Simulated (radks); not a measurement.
**Ionisation of Sn²⁺: one atom, several choices of functional**

An exercise on one series of results from a longer session: the logs are not shown, and one member is left open.

The numbers are computed with radks (a radial shooting solver on a logarithmic mesh, Libxc functionals) version 1 (Dirac Kohn-Sham, spin-unpolarised, spherical densities, finite nucleus), except any that are marked as measured or tabulated.

### What is computed

| Property | Result |
| --- | --- |
| element | tin (Z = 50) |
| charge | +2 |
| electrons | 48 |
| configuration | [Kr] 4d10 5s2 |
| ion | Sn³⁺, [Kr] 4d10 5s1 |
| choices | LDA (Slater exchange, VWN5 correlation); HCTH/407; XLYP; BLYP; AM05; exchange-only PBE; RPBE; revPBE |

Outer shells as boxes (Hund's rule):

Sn²⁺
```
[Kr] core
4d [↑↓][↑↓][↑↓][↑↓][↑↓]
5s [↑↓]
```

Sn³⁺
```
[Kr] core
4d [↑↓][↑↓][↑↓][↑↓][↑↓]
5s [↑ ]
```

Set-up of the first run:

Settings of this run:

```text
Z 50
configuration [Kr] 4d10 5s2
relativity Dirac
functional lda,vwn5
spin unpolarised
j_filling energy
nucleus finite rms 4.6519 fm
c 137.035999084
```

Among the steps run: LDA (Slater exchange, VWN5 correlation): Sn²⁺; LDA (Slater exchange, VWN5 correlation): Sn³⁺; HCTH/407: Sn²⁺; HCTH/407: Sn³⁺; XLYP: Sn²⁺; XLYP: Sn³⁺; BLYP: Sn²⁺; BLYP: Sn³⁺; AM05: Sn²⁺; AM05: Sn³⁺; exchange-only PBE: Sn²⁺; exchange-only PBE: Sn³⁺; RPBE: Sn²⁺; RPBE: Sn³⁺; revPBE: Sn²⁺; revPBE: Sn³⁺.

One table of the session follows, with a row left open; its other results are not shown here.

```
                             functional  Δ-SCF (eV)  −ε(HOMO) (eV)  <r> HOMO (bohr)
LDA (Slater exchange, VWN5 correlation)      31.447         26.526            2.205
                               HCTH/407           ?              ?                ?
                                   XLYP      31.117         26.165            2.224
                                   BLYP      31.090         26.145            2.221
                                   AM05      30.983         26.116            2.207
                      exchange-only PBE      30.171         25.231            2.241
                                   RPBE      30.763         25.909            2.221
                                 revPBE      30.798         25.946            2.217
```

Q: Estimate the row for HCTH/407 from the others.

**Answer.** Δ-SCF (eV): 30.933; −ε(HOMO) (eV): 26.096; <r> HOMO (bohr): 2.216. In the column «Δ-SCF (eV)» it lies between revPBE (30.798) and AM05 (30.983).

Spin polarisation and multiplet splitting are left out, so open shells lie too high by an amount that depends on their filling.
